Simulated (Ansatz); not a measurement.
**H8OSSi3: up Jacob's ladder to CCSD(T)**

Aim: compute H8OSSi3 with functionals from several rungs and with coupled cluster. The yardstick is the atomisation energy at the CCSD(T) limit.

Program: Ansatz 0.2.0, Gaussian basis. Level of theory: functionals in def2-TZVPP, the program's frozen cores in correlated methods. These are calculated values, not measurements.

The runs, in order: LDA (SPW92), PBE-D4, revPBE-D4, BLYP-D4, r2SCAN-D4, B97M-V, PBE0-D4, B3LYP-D4, r2SCANh-D4, r2SCAN0-D4, HSE06-D4, BHLYP-D4, CAM-B3LYP-D4, LC-ωPBE, ωB97X-V, ωB97M-V, B2PLYP, PBE-QIDH; CCSD(T)/def2-SVP; CCSD(T)/def2-TZVPP; MP2/def2-QZVPP; extrapolation to the limit; RPA on PBE.

## (1) The geometry

An earlier PBE0-D4 in a triple-zeta def2 set relaxation fixed the geometry.

SMILES `O[SiH](S)[SiH2][SiH3]`, 13 atoms, charge 0, spin multiplicity 1.

Atoms are counted from 1 here; the program's logs count them from 0.

Bond lengths: O1–Si2 1.646 Å, O1–H6 0.959 Å, Si2–S3 2.149 Å, Si2–Si4 2.333 Å, Si2–H7 1.489 Å, S3–H8 1.343 Å, Si4–Si5 2.339 Å, Si4–H9 1.490 Å, Si4–H10 1.490 Å, Si5–H11 1.488 Å, Si5–H12 1.486 Å, Si5–H13 1.488 Å. Angles: Si2–O1–H6 117.6°, O1–Si2–S3 113.0°, O1–Si2–Si4 107.9°, O1–Si2–H7 111.0°, S3–Si2–Si4 107.4°, S3–Si2–H7 105.2°, Si4–Si2–H7 112.2°, Si2–S3–H8 94.6°, Si2–Si4–Si5 108.3°, Si2–Si4–H9 109.2°, Si2–Si4–H10 110.2°, Si5–Si4–H9 110.0°, Si5–Si4–H10 110.5°, H9–Si4–H10 108.7°, Si4–Si5–H11 110.8°, Si4–Si5–H12 109.9°, Si4–Si5–H13 109.7°, H11–Si5–H12 109.0° and more.

## (2) LDA

This LDA is Slater exchange with PW92 correlation.

File in.yaml:

```yaml
crystal:
  periodic: [false, false, false]
  atoms:
    - {symbol: O, position_ang: [-2.340825, -0.375864, 1.594472]}
    - {symbol: Si, position_ang: [-1.211847, 0.351257, 0.641781]}
    - {symbol: S, position_ang: [-1.948925, 0.831251, -1.318860]}
    - {symbol: Si, position_ang: [0.566904, -1.134026, 0.374852]}
    - {symbol: Si, position_ang: [2.212008, -0.083866, -0.914522]}
    - {symbol: H, position_ang: [-3.208961, 0.029557, 1.644351]}
    - {symbol: H, position_ang: [-0.777560, 1.650993, 1.225238]}
    - {symbol: H, position_ang: [-2.180516, 2.122587, -1.033546]}
    - {symbol: H, position_ang: [0.082835, -2.360017, -0.318913]}
    - {symbol: H, position_ang: [1.115113, -1.522964, 1.704069]}
    - {symbol: H, position_ang: [3.453458, -0.902965, -0.957513]}
    - {symbol: H, position_ang: [1.717211, 0.116915, -2.301222]}
    - {symbol: H, position_ang: [2.541607, 1.242338, -0.325387]}
basis:
  gaussian: {orbitals: def2-TZVPP}
hamiltonian: {xc: lda}
output: {orbitals: {seedname: orbitals}}
```

Further steps of the session: PBE-D4 (GGA); revPBE-D4 (GGA); BLYP-D4 (GGA); r2SCAN-D4 (meta-GGA); B97M-V (meta-GGA); PBE0-D4 (hybrid); B3LYP-D4 (hybrid); r2SCANh-D4 (hybrid); r2SCAN0-D4 (hybrid); HSE06-D4 (hybrid); BHLYP-D4 (hybrid); CAM-B3LYP-D4 (range-separated); LC-ωPBE (range-separated); ωB97X-V (range-separated); ωB97M-V (range-separated); B2PLYP (double hybrid); PBE-QIDH (double hybrid); CCSD(T) in def2-SVP; CCSD(T) in def2-TZVPP; MP2 in def2-QZVPP; RPA on PBE orbitals.

Before running them: what should the planned runs give, taken together? Wanted: atomisation energy, CCSD(T)/CBS; farthest beyond LDA; mean size of error, GGA; mean size of error, meta-GGA; mean size of error, hybrid; mean size of error, range-separated; mean size of error, double hybrid; gap, smallest and largest; T1 diagnostic.

The runs gave:

| quantity | value |
| --- | --- |
| atomisation energy, CCSD(T)/CBS | 4071.0 kJ/mol |
| functionals within 20.4 kJ/mol (0.5 %) | r2SCAN-D4, B97M-V, CAM-B3LYP-D4, ωB97M-V |
| farthest beyond LDA | revPBE-D4 (-96.5 kJ/mol) |
| mean size of error, GGA | 62.5 kJ/mol |
| mean size of error, meta-GGA | 13.2 kJ/mol |
| mean size of error, hybrid | 53.6 kJ/mol |
| mean size of error, range-separated | 31.9 kJ/mol |
| mean size of error, double hybrid | 80.8 kJ/mol |
| gap, smallest and largest | 5.06 eV (LDA (SPW92)), 11.98 eV (LC-ωPBE) |
| T1 diagnostic | 0.0130 |
| triples share of the correlation energy | 3.8 % |

What this shows: LDA overbinds by 467.6 kJ/mol (11 %). PBE-D4 misses by -27.3 kJ/mol. Double hybrids carry the basis error of their MP2 part in triple zeta, and no dispersion term here, so their miss is partly the set-up's. Taken by rung, meta-GGA functionals do best (13.2 kJ/mol on average) and double hybrid ones worst beyond LDA (80.8 kJ/mol). Misses under about 20.4 kJ/mol are within the doubt on the reference itself, which lacks core-valence correlation, relativity and higher excitations. Hartree-Fock recovers 73 % of the binding; the rest is correlation. CCSD(T) in def2-SVP is off by -342.1 kJ/mol, more than most functionals: a good method in a small basis is no reference. Orbital gaps span 5.1 to 12.0 eV; exact exchange widens them.
